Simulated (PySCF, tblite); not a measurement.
**C₃H₆F₃GeN: a rotation path, then NMR shifts on frames**

How do NMR shifts of C₃H₆F₃GeN (`C/N=[CH]/[GeH2][C](F)(F)F`) change as the atoms move?

Programs: tblite 0.8.0 and PySCF 2.14.0, with density-fitted response routines of our own. Each step states its level of theory. These are calculated values for one molecule in the gas phase, unless marked as measured. Atoms count from 0, in the outputs and in this text.

## Step 1: The molecule as given

14 atoms, charge 0, multiplicity 1; geometry from: GFN2-xTB.

Bonds of the start (Å): C0–N1 1.43, N1–C2 1.26, C2–Ge3 1.95, Ge3–C4 2.01, C4–F5 1.35, C4–F6 1.35, C4–F7 1.34, C0–H8 1.10, C0–H9 1.09, C0–H10 1.09, C2–H11 1.10, Ge3–H12 1.49, Ge3–H13 1.50.

## Step 2: The rotation path with GFN2-xTB

The job: settings as JSON, then the geometry in Å.

```
{"job": {"kind": "neb", "xc": "GFN2-xTB", "basis": "xTB", "atoms": [2, 3, 4, 6], "turn": 120}, "charge": 0, "multiplicity": 1}
C      2.741334     0.168423     0.373353
N      1.494525    -0.440889     0.045372
C      0.565833     0.225280    -0.476714
Ge    -1.117564    -0.715168    -0.797298
C     -2.452667     0.137565     0.443947
F     -2.606670     1.448412     0.165461
F     -2.078072     0.067568     1.733941
F     -3.676218    -0.411756     0.371737
H      2.790981     1.234942     0.118484
H      2.906742     0.036274     1.443100
H      3.529194    -0.375783    -0.148630
H      0.663417     1.296522    -0.708023
H     -1.037841    -2.158145    -0.430220
H     -1.723673    -0.513718    -2.156678
```

Level: GFN2-xTB climbing-image nudged elastic band, gas phase.

The run is started by

```console
OMP_NUM_THREADS=1 python probes_run.py task.json out
```

This one command runs all jobs of the session in turn.

Output:

```text
image   E - E0 / eV
  0      -0.0000
  1       0.0040
  2       0.0106
  3       0.0174
  4       0.0202
  5       0.0173
  6       0.0106
  7       0.0039
  8       0.0002
```

It took 7 s on 1 thread, shared host.

The final band, with the dihedral C2–Ge3–C4–F6:

```
image  dihedral (°)  energy (eV)  energy (kcal/mol)
    0           -58        0.000                0.0
    1           -43        0.004                0.1
    2           -28        0.011                0.2
    3           -14        0.017                0.4
    4             1        0.020                0.5
    5            16        0.017                0.4
    6            31        0.011                0.2
    7            46        0.004                0.1
    8            62        0.000                0.0
```

## Step 3: Nuclear shieldings: image 0, PBE0/pcSseg-1

The job: settings as JSON, then the geometry in Å.

```
{"job": {"kind": "nmr", "xc": "PBE0", "basis": "pcSseg-1", "pop": false}, "charge": 0, "multiplicity": 1}
C      2.741300     0.168400     0.373400
N      1.494500    -0.440900     0.045400
C      0.565800     0.225300    -0.476700
Ge    -1.117600    -0.715200    -0.797300
C     -2.452700     0.137600     0.443900
F     -2.606700     1.448400     0.165500
F     -2.078100     0.067600     1.733900
F     -3.676200    -0.411800     0.371700
H      2.791000     1.234900     0.118500
H      2.906700     0.036300     1.443100
H      3.529200    -0.375800    -0.148600
H      0.663400     1.296500    -0.708000
H     -1.037800    -2.158100    -0.430200
H     -1.723700    -0.513700    -2.156700
```

Level: GIAO PBE0/pcSseg-1 NMR shielding, non-relativistic, gas phase.

Output:

```text
coarse grid: 58808 points
cycle   1  E = -2548.0045302396  dE =  3.713e-01  |g| = 1.191e+00  |ddm| = 3.413e+00
cycle   2  E = -2547.8126056855  dE =  1.919e-01  |g| = 1.592e+00  |ddm| = 1.354e+00
cycle   3  E = -2548.1636241780  dE = -3.510e-01  |g| = 2.056e-01  |ddm| = 9.095e-01
cycle   4  E = -2548.1691418792  dE = -5.518e-03  |g| = 1.037e-01  |ddm| = 1.622e-01
cycle   5  E = -2548.1710664918  dE = -1.925e-03  |g| = 2.937e-02  |ddm| = 7.604e-02
cycle   6  E = -2548.1712207374  dE = -1.542e-04  |g| = 4.799e-03  |ddm| = 1.815e-02
cycle   7  E = -2548.1712238896  dE = -3.152e-06  |g| = 7.096e-04  |ddm| = 4.017e-03
final grid: 124704 points
cycle   8  E = -2548.1712100273  dE = -3.579e-08  |g| = 7.323e-04  |ddm| = 1.562e-03
cycle   9  E = -2548.1712099435  dE =  8.383e-08  |g| = 1.041e-03  |ddm| = 1.256e-03
cycle  10  E = -2548.1712101246  dE = -1.811e-07  |g| = 1.728e-04  |ddm| = 6.766e-04
cycle  11  E = -2548.1712101307  dE = -6.169e-09  |g| = 4.814e-05  |ddm| = 1.435e-04
cycle  12  E = -2548.1712101311  dE = -4.065e-10  |g| = 5.588e-06  |ddm| = 3.166e-05
converged SCF energy = -2548.1712101311

GIAO shielding tensors (ppm)
atom      isotropic    diamagn.    paramagn.     s11        s22        s33       span
  0 C      129.943     247.195    -117.252    101.864    111.277    176.690     74.826
  1 N     -193.016     328.455    -521.471   -639.226   -207.382    267.560    906.786
  2 C       15.043     259.568    -244.525    -71.095      8.942    107.281    178.376
  3 Ge    1503.075    2753.692   -1250.617   1429.601   1526.031   1553.592    123.991
  4 C       46.159     250.304    -204.146     40.492     41.878     56.105     15.613
  5 F      236.377     475.685    -239.308    139.545    242.722    326.864    187.320
  6 F      236.844     476.845    -240.001    138.326    245.651    326.554    188.228
  7 F      237.140     470.732    -233.592    140.831    244.689    325.899    185.069
  8 H       28.642      29.511      -0.870     26.855     27.288     31.782      4.927
  9 H       27.370      28.880      -1.510     25.107     26.399     30.604      5.497
 10 H       27.398      27.714      -0.316     24.901     26.367     30.925      6.024
 11 H       22.784      32.812     -10.027     20.918     22.436     24.999      4.081
 12 H       27.483      28.292      -0.810     21.403     22.557     38.489     17.086
 13 H       27.091      27.782      -0.692     21.082     22.296     37.894     16.812
```

Run time: 69 s. Hardware: 1 thread, shared host.

The references, computed at this level on geometries of the same kind, shield at (ppm): ¹H TMS 31.72, ¹³C TMS 186.9, ¹⁹F CFCl3 170.9, ¹⁵N NH3 267.7, ⁷³Ge GeMe4 1331. Their shielding less the atom's gives the shift. The references are single molecules in the gas phase, so shifts against H2O, NH3, PH3, H3PO4 or CFCl3 are not on the usual liquid scales and can be off by tens of ppm. Each atom is listed at this fixed geometry, with no averaging over motion; a spectrum would average atoms that exchange fast.

```
atoms                              environment  σ (ppm)  δ (ppm)
   C2                               C=N carbon     15.0    171.9
   C4                               CF3 carbon     46.2    140.8
   C0                methyl carbon bonded to N    129.9     57.0
  H11                 hydrogen on a C=N carbon    22.78     8.93
  H13    hydrogen on a germanium bonded to 2 C    27.09     4.63
   H9  hydrogen on a methyl carbon bonded to N    27.37     4.35
  H10  hydrogen on a methyl carbon bonded to N    27.40     4.32
  H12    hydrogen on a germanium bonded to 2 C    27.48     4.23
   H8  hydrogen on a methyl carbon bonded to N    28.64     3.08
   N1                           imine nitrogen   -193.0    460.7
  Ge3             germanium bonded to 2 C, 2 H     1503     -172
   F5                  fluorine of a CF3 group    236.4    -65.4
   F6                  fluorine of a CF3 group    236.8    -65.9
   F7                  fluorine of a CF3 group    237.1    -66.2
```

## Step 4: NMR shieldings: image 2, PBE0/pcSseg-1

The job: settings as JSON, then the geometry in Å.

```
{"job": {"kind": "nmr", "xc": "PBE0", "basis": "pcSseg-1", "pop": false}, "charge": 0, "multiplicity": 1}
C      2.734300     0.097600     0.408500
N      1.478300    -0.460000     0.030700
C      0.572100     0.258700    -0.460100
Ge    -1.117400    -0.642000    -0.854000
C     -2.457300     0.150600     0.428400
F     -3.085200     1.224500    -0.085700
F     -1.861100     0.570100     1.562300
F     -3.417700    -0.711200     0.800900
H      2.810800     1.175700     0.216300
H      2.886000    -0.102500     1.469700
H      3.513500    -0.435500    -0.137100
H      0.691600     1.341500    -0.618200
H     -1.055200    -2.105200    -0.571800
H     -1.693300    -0.362600    -2.212200
```

Level: GIAO PBE0/pcSseg-1 NMR shielding, non-relativistic, gas phase.

Output:

```text
coarse grid: 58808 points
cycle   1  E = -2548.0028312654  dE =  3.721e-01  |g| = 1.192e+00  |ddm| = 3.415e+00
cycle   2  E = -2547.8102640083  dE =  1.926e-01  |g| = 1.595e+00  |ddm| = 1.355e+00
cycle   3  E = -2548.1625877003  dE = -3.523e-01  |g| = 2.044e-01  |ddm| = 9.118e-01
cycle   4  E = -2548.1680113563  dE = -5.424e-03  |g| = 1.034e-01  |ddm| = 1.613e-01
cycle   5  E = -2548.1699216370  dE = -1.910e-03  |g| = 2.942e-02  |ddm| = 7.600e-02
cycle   6  E = -2548.1700771582  dE = -1.555e-04  |g| = 4.780e-03  |ddm| = 1.819e-02
cycle   7  E = -2548.1700802834  dE = -3.125e-06  |g| = 7.105e-04  |ddm| = 4.020e-03
final grid: 124704 points
cycle   8  E = -2548.1700268203  dE = -4.629e-08  |g| = 7.376e-04  |ddm| = 1.765e-03
cycle   9  E = -2548.1700267407  dE =  7.958e-08  |g| = 1.042e-03  |ddm| = 1.254e-03
cycle  10  E = -2548.1700269183  dE = -1.776e-07  |g| = 1.666e-04  |ddm| = 6.674e-04
cycle  11  E = -2548.1700269240  dE = -5.697e-09  |g| = 4.872e-05  |ddm| = 1.404e-04
cycle  12  E = -2548.1700269245  dE = -4.266e-10  |g| = 5.891e-06  |ddm| = 3.264e-05
converged SCF energy = -2548.1700269245

GIAO shielding tensors (ppm)
atom      isotropic    diamagn.    paramagn.     s11        s22        s33       span
  0 C      130.016     247.167    -117.151    101.904    111.354    176.791     74.887
  1 N     -190.685     328.564    -519.249   -631.807   -207.115    266.868    898.675
  2 C       14.736     259.553    -244.817    -71.685      8.377    107.516    179.202
  3 Ge    1489.414    2753.664   -1264.250   1418.182   1506.045   1544.014    125.832
  4 C       46.702     250.050    -203.348     41.574     42.697     55.836     14.262
  5 F      234.071     473.516    -239.445    139.774    235.582    326.858    187.083
  6 F      233.551     478.166    -244.615    134.846    240.480    325.327    190.482
  7 F      234.451     471.562    -237.111    140.126    236.555    326.673    186.548
  8 H       28.644      29.461      -0.816     26.848     27.283     31.802      4.954
  9 H       27.376      28.879      -1.503     25.131     26.381     30.615      5.484
 10 H       27.411      27.733      -0.321     24.887     26.394     30.952      6.065
 11 H       22.772      32.715      -9.944     20.819     22.560     24.936      4.117
 12 H       27.407      28.368      -0.960     21.221     22.695     38.306     17.085
 13 H       27.048      27.797      -0.749     20.976     22.376     37.792     16.816
```

It took 69 s on 1 thread, shared host.

This run: δ C2 172.2, C4 140.2, C0 56.9, N1 458.4, H11 8.95, H13 4.67 ppm.

## Step 5: Nuclear shieldings: image 4, PBE0/pcSseg-1

The job: settings as JSON, then the geometry in Å.

```
{"job": {"kind": "nmr", "xc": "PBE0", "basis": "pcSseg-1", "pop": false}, "charge": 0, "multiplicity": 1}
C      2.735600     0.029400     0.437100
N      1.475900    -0.486400     0.015300
C      0.582500     0.272800    -0.436300
Ge    -1.118000    -0.571300    -0.900800
C     -2.463800     0.165800     0.413900
F     -3.487300     0.810800    -0.171300
F     -1.891900     1.054100     1.252300
F     -3.006400    -0.791200     1.186300
H      2.828400     1.116300     0.314500
H      2.875200    -0.239900     1.484700
H      3.511600    -0.479600    -0.135200
H      0.714600     1.362600    -0.523500
H     -1.084600    -2.051100    -0.715600
H     -1.672500    -0.192900    -2.243600
```

With the program's defaults for keys left out, this is: GIAO PBE0/pcSseg-1 NMR shielding, non-relativistic, gas phase.

Output:

```text
coarse grid: 58808 points
cycle   1  E = -2548.0018892886  dE =  3.718e-01  |g| = 1.192e+00  |ddm| = 3.414e+00
cycle   2  E = -2547.8100119188  dE =  1.919e-01  |g| = 1.594e+00  |ddm| = 1.349e+00
cycle   3  E = -2548.1619570107  dE = -3.519e-01  |g| = 2.024e-01  |ddm| = 9.075e-01
cycle   4  E = -2548.1672388982  dE = -5.282e-03  |g| = 1.029e-01  |ddm| = 1.595e-01
cycle   5  E = -2548.1691257210  dE = -1.887e-03  |g| = 2.934e-02  |ddm| = 7.553e-02
cycle   6  E = -2548.1692809325  dE = -1.552e-04  |g| = 4.764e-03  |ddm| = 1.817e-02
cycle   7  E = -2548.1692840413  dE = -3.109e-06  |g| = 6.964e-04  |ddm| = 4.002e-03
final grid: 124704 points
cycle   8  E = -2548.1692644581  dE = -4.082e-08  |g| = 7.225e-04  |ddm| = 1.717e-03
cycle   9  E = -2548.1692643824  dE =  7.567e-08  |g| = 1.019e-03  |ddm| = 1.234e-03
cycle  10  E = -2548.1692645529  dE = -1.705e-07  |g| = 1.632e-04  |ddm| = 6.532e-04
cycle  11  E = -2548.1692645583  dE = -5.474e-09  |g| = 4.779e-05  |ddm| = 1.375e-04
cycle  12  E = -2548.1692645587  dE = -4.056e-10  |g| = 5.639e-06  |ddm| = 3.221e-05
converged SCF energy = -2548.1692645587

GIAO shielding tensors (ppm)
atom      isotropic    diamagn.    paramagn.     s11        s22        s33       span
  0 C      130.107     247.179    -117.072    102.028    111.524    176.768     74.739
  1 N     -189.328     328.544    -517.872   -630.321   -204.520    266.859    897.180
  2 C       14.364     259.561    -245.197    -72.134      8.133    107.094    179.229
  3 Ge    1479.679    2753.604   -1273.925   1412.743   1487.896   1538.398    125.655
  4 C       47.113     249.824    -202.711     41.921     43.719     55.699     13.778
  5 F      231.847     471.760    -239.912    140.891    228.355    326.297    185.405
  6 F      233.153     478.201    -245.049    136.686    234.072    328.700    192.014
  7 F      230.430     473.279    -242.849    138.582    226.252    326.457    187.875
  8 H       28.644      29.448      -0.804     26.838     27.292     31.803      4.965
  9 H       27.376      28.879      -1.503     25.142     26.380     30.607      5.465
 10 H       27.413      27.730      -0.317     24.879     26.408     30.954      6.075
 11 H       22.759      32.662      -9.903     20.752     22.556     24.967      4.215
 12 H       27.339      28.317      -0.978     21.195     22.692     38.131     16.936
 13 H       27.001      27.866      -0.865     20.831     22.510     37.661     16.831
```

It took 69 s on 1 thread, shared host.

Key values: δ C2 172.6, C4 139.8, C0 56.8, N1 457.1, H11 8.96, H13 4.72 ppm.

## Step 6: Shielding tensors: image 6, PBE0/pcSseg-1

The job: settings as JSON, then the geometry in Å.

```
{"job": {"kind": "nmr", "xc": "PBE0", "basis": "pcSseg-1", "pop": false}, "charge": 0, "multiplicity": 1}
C      2.733400    -0.041400     0.461400
N      1.468800    -0.509600     0.000900
C      0.589900     0.290400    -0.407500
Ge    -1.117900    -0.495100    -0.941300
C     -2.468600     0.174300     0.398300
F     -3.716400     0.283800    -0.084900
F     -2.132900     1.398700     0.854300
F     -2.544600    -0.626500     1.476600
H      2.844400     1.049400     0.407400
H      2.860600    -0.378200     1.490900
H      3.505800    -0.526200    -0.136200
H      0.739500     1.381400    -0.429300
H     -1.110600    -1.983900    -0.853100
H     -1.652200    -0.017500    -2.259800
```

With the program's defaults for keys left out, this is: GIAO PBE0/pcSseg-1 NMR shielding, non-relativistic, gas phase.

Output:

```text
coarse grid: 58808 points
cycle   1  E = -2548.0035391477  dE =  3.721e-01  |g| = 1.191e+00  |ddm| = 3.413e+00
cycle   2  E = -2547.8122753445  dE =  1.913e-01  |g| = 1.592e+00  |ddm| = 1.348e+00
cycle   3  E = -2548.1628931017  dE = -3.506e-01  |g| = 2.036e-01  |ddm| = 9.060e-01
cycle   4  E = -2548.1682658608  dE = -5.373e-03  |g| = 1.031e-01  |ddm| = 1.604e-01
cycle   5  E = -2548.1701627502  dE = -1.897e-03  |g| = 2.935e-02  |ddm| = 7.565e-02
cycle   6  E = -2548.1703175741  dE = -1.548e-04  |g| = 4.789e-03  |ddm| = 1.818e-02
cycle   7  E = -2548.1703207212  dE = -3.147e-06  |g| = 7.054e-04  |ddm| = 4.019e-03
final grid: 124704 points
cycle   8  E = -2548.1703105086  dE = -3.750e-08  |g| = 7.189e-04  |ddm| = 1.560e-03
cycle   9  E = -2548.1703104307  dE =  7.791e-08  |g| = 1.017e-03  |ddm| = 1.232e-03
cycle  10  E = -2548.1703106027  dE = -1.721e-07  |g| = 1.676e-04  |ddm| = 6.582e-04
cycle  11  E = -2548.1703106085  dE = -5.784e-09  |g| = 4.829e-05  |ddm| = 1.404e-04
cycle  12  E = -2548.1703106089  dE = -4.125e-10  |g| = 5.464e-06  |ddm| = 3.216e-05
converged SCF energy = -2548.1703106089

GIAO shielding tensors (ppm)
atom      isotropic    diamagn.    paramagn.     s11        s22        s33       span
  0 C      130.075     247.211    -117.137    102.187    111.339    176.699     74.512
  1 N     -191.840     328.527    -520.367   -636.698   -206.070    267.248    903.946
  2 C       14.476     259.579    -245.103    -71.660      8.345    106.744    178.404
  3 Ge    1492.875    2753.644   -1260.769   1424.679   1509.546   1544.399    119.720
  4 C       46.579     250.124    -203.545     41.231     42.620     55.887     14.656
  5 F      234.505     470.704    -236.199    141.707    236.610    325.198    183.491
  6 F      235.998     477.324    -241.326    138.712    239.725    329.557    190.845
  7 F      233.504     475.178    -241.674    137.471    235.140    327.902    190.431
  8 H       28.636      29.459      -0.822     26.848     27.271     31.791      4.943
  9 H       27.368      28.875      -1.507     25.120     26.394     30.590      5.470
 10 H       27.403      27.735      -0.332     24.894     26.397     30.918      6.024
 11 H       22.738      32.695      -9.957     20.781     22.453     24.980      4.199
 12 H       27.412      28.267      -0.855     21.393     22.548     38.297     16.904
 13 H       27.072      27.890      -0.818     20.954     22.431     37.832     16.878
```

It took 68 s on 1 thread, shared host.

In short: δ C2 172.4, C4 140.3, C0 56.9, N1 459.6, H11 8.98, H13 4.64 ppm.

## Step 7: Nuclear shieldings: image 8, PBE0/pcSseg-1

The job: settings as JSON, then the geometry in Å.

```
{"job": {"kind": "nmr", "xc": "PBE0", "basis": "pcSseg-1", "pop": false}, "charge": 0, "multiplicity": 1}
C      2.733900    -0.114700     0.480300
N      1.468900    -0.536600    -0.025000
C      0.603600     0.301200    -0.383200
Ge    -1.116800    -0.412000    -0.978200
C     -2.467600     0.183500     0.390500
F     -3.710300    -0.258100     0.134600
F     -2.546700     1.528600     0.448600
F     -2.164800    -0.230100     1.633900
H      2.856800     0.975800     0.507600
H      2.844700    -0.524400     1.484700
H      3.511400    -0.559500    -0.141700
H      0.774300     1.386900    -0.331800
H     -1.139100    -1.902800    -0.982800
H     -1.648800     0.161800    -2.259800
```

Level: GIAO PBE0/pcSseg-1 NMR shielding, non-relativistic, gas phase.

Output:

```text
coarse grid: 58808 points
cycle   1  E = -2548.0044968111  dE =  3.707e-01  |g| = 1.191e+00  |ddm| = 3.413e+00
cycle   2  E = -2547.8124979419  dE =  1.920e-01  |g| = 1.592e+00  |ddm| = 1.354e+00
cycle   3  E = -2548.1635808838  dE = -3.511e-01  |g| = 2.056e-01  |ddm| = 9.097e-01
cycle   4  E = -2548.1690977123  dE = -5.517e-03  |g| = 1.036e-01  |ddm| = 1.621e-01
cycle   5  E = -2548.1710213998  dE = -1.924e-03  |g| = 2.937e-02  |ddm| = 7.601e-02
cycle   6  E = -2548.1711756802  dE = -1.543e-04  |g| = 4.799e-03  |ddm| = 1.814e-02
cycle   7  E = -2548.1711788324  dE = -3.152e-06  |g| = 7.065e-04  |ddm| = 4.016e-03
final grid: 124704 points
cycle   8  E = -2548.1711869803  dE = -4.491e-08  |g| = 7.217e-04  |ddm| = 1.636e-03
cycle   9  E = -2548.1711868982  dE =  8.211e-08  |g| = 1.026e-03  |ddm| = 1.249e-03
cycle  10  E = -2548.1711870751  dE = -1.769e-07  |g| = 1.744e-04  |ddm| = 6.739e-04
cycle  11  E = -2548.1711870814  dE = -6.276e-09  |g| = 4.785e-05  |ddm| = 1.442e-04
cycle  12  E = -2548.1711870818  dE = -3.961e-10  |g| = 5.478e-06  |ddm| = 3.164e-05
converged SCF energy = -2548.1711870818

GIAO shielding tensors (ppm)
atom      isotropic    diamagn.    paramagn.     s11        s22        s33       span
  0 C      129.936     247.170    -117.234    101.813    111.298    176.697     74.884
  1 N     -193.072     328.437    -521.509   -639.255   -207.505    267.544    906.799
  2 C       15.110     259.562    -244.453    -71.072      9.156    107.246    178.317
  3 Ge    1503.071    2753.652   -1250.581   1429.736   1525.410   1554.068    124.332
  4 C       46.168     250.387    -204.219     40.479     41.877     56.147     15.667
  5 F      236.934     470.771    -233.837    140.563    244.313    325.925    185.361
  6 F      236.438     475.611    -239.173    139.510    242.745    327.061    187.551
  7 F      236.896     476.802    -239.906    138.358    245.614    326.716    188.359
  8 H       28.640      29.495      -0.855     26.851     27.290     31.781      4.930
  9 H       27.372      28.862      -1.490     25.101     26.401     30.613      5.512
 10 H       27.400      27.703      -0.303     24.906     26.370     30.924      6.018
 11 H       22.788      32.801     -10.013     20.940     22.444     24.981      4.042
 12 H       27.486      28.292      -0.806     21.385     22.596     38.477     17.092
 13 H       27.097      27.780      -0.683     21.077     22.321     37.895     16.818
```

It took 63 s on 1 thread, shared host.

Key values: δ C2 171.8, C4 140.8, C0 57.0, N1 460.8, H11 8.93, H13 4.62 ppm.

## Step 8: Run by run: NMR shifts

Shifts (ppm) of some atoms, chosen among heavy atoms and hydrogens apart, with basis size and wall time:

| frame | H13 | H12 | N1 | Ge3 | F5 | F6 | F7 | functions | time |
| --- | --- | --- | --- | --- | --- | --- | --- | --- | --- |
| image 0 | 4.63 | 4.23 | 460.7 | -172 | -65.4 | -65.9 | -66.2 | 190 | 69 s |
| image 2 | 4.67 | 4.31 | 458.4 | -158 | -63.1 | -62.6 | -63.5 | 190 | 69 s |
| image 4 | 4.72 | 4.38 | 457.1 | -149 | -60.9 | -62.2 | -59.5 | 190 | 69 s |
| image 6 | 4.64 | 4.30 | 459.6 | -162 | -63.6 | -65.1 | -62.6 | 190 | 68 s |
| image 8 | 4.62 | 4.23 | 460.8 | -172 | -66.0 | -65.5 | -65.9 | 190 | 63 s |

## Step 9: Results

| quantity | value |
| --- | --- |
| barrier | 0.020 eV (0.5 kcal/mol) at image 4 |
| end to end (GFN2-xTB) | 0.000 eV |
| ¹³C shifts against TMS (PBE0/pcSseg-1, image 0) | 171.9, 140.8, 57.0 ppm |
| ¹H shifts against TMS (PBE0/pcSseg-1, image 0) | 8.93, 4.63, 4.35, 4.32, 4.23, 3.08 ppm |
| ¹⁵N shifts against NH3 (PBE0/pcSseg-1, image 0) | 460.7 ppm |
| ⁷³Ge shifts against GeMe4 (PBE0/pcSseg-1, image 0) | -172 ppm |
| ¹⁹F shifts against CFCl3 (PBE0/pcSseg-1, image 0) | -65.4, -65.9, -66.2 ppm |
| range of the shift of Ge3 | -172 to -149 ppm |

What this shows: Along the band the dihedral turns by 119°, and the top (dihedral 1°) lies 0.5 kcal/mol above the start (GFN2-xTB, rough), so at room temperature this motion is fast. The top was not checked by a frequency run. Shifts at one fixed geometry are not the observed spectrum, which averages over the motion. In the first frame run (image 0): The largest span, 907 ppm, is at N1, where the paramagnetic term is -521 ppm. In ppm, Ge3 moves most: its shift spreads over 23 ppm, from -172 (image 0) to -149 (image 4). Spin-orbit coupling is left out, which matters for shieldings and couplings at and beside the heavy atoms.
